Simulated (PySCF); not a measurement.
# C4H8AlNO: the cost of one run

Programs: PySCF 2.14.0, with density-fitted response routines of our own. Each step states its level of theory. These are calculated values for one molecule in the gas phase, unless marked as measured. Atoms are numbered from 0 throughout.

**1. The starting structure**

15 atoms, charge 0, multiplicity 1; geometry from: GFN2-xTB.

Bonds of the start (Å): C0–C1 1.20, C1–C2 1.43, C2–C3 1.43, C3–O4 1.24, C2–Al5 2.15, Al5–N6 2.00, C0–H7 1.05, C2–H8 1.09, C3–H9 1.10, Al5–H10 1.55, Al5–H11 1.54, N6–H12 1.02, N6–H13 1.02, N6–H14 1.06.

**2. Excited states and response: B3LYP/def2-SVPD**

Job settings and geometry (Å):

```
{"job": {"kind": "uv", "xc": "B3LYP", "basis": "def2-SVPD", "nstates": 8, "ntriplets": 3}, "charge": 0, "multiplicity": 1}
C     -1.401981     1.415496     1.327120
C     -1.241322     0.362146     0.765309
C     -1.028785    -0.890464     0.098898
C     -0.976602    -0.861637    -1.330726
O     -0.538071     0.064688    -2.021508
Al     1.016873    -0.768497     0.735633
N      1.438030     0.823960    -0.399471
H     -1.645158     2.322444     1.796249
H     -1.641283    -1.691327     0.508519
H     -1.317267    -1.781109    -1.836252
H      1.845280    -1.921945     0.116217
H      1.167189    -0.361990     2.212629
H      2.323637     0.820748    -0.903061
H      1.327303     1.738805     0.037244
H      0.667743     0.736672    -1.128711
```

Method: TDDFT B3LYP/def2-SVPD, vertical, gas phase, core orbitals frozen in the response.

The run is started by

```sh
$ OMP_NUM_THREADS=1 python probes_run.py task.json out
```

This one command runs all jobs of the session in turn.

Q: Estimate the wall time and peak memory of this job on 1 thread of AMD EPYC 9R45, shared host.

About 17 s, with a peak of 0.84 GiB.
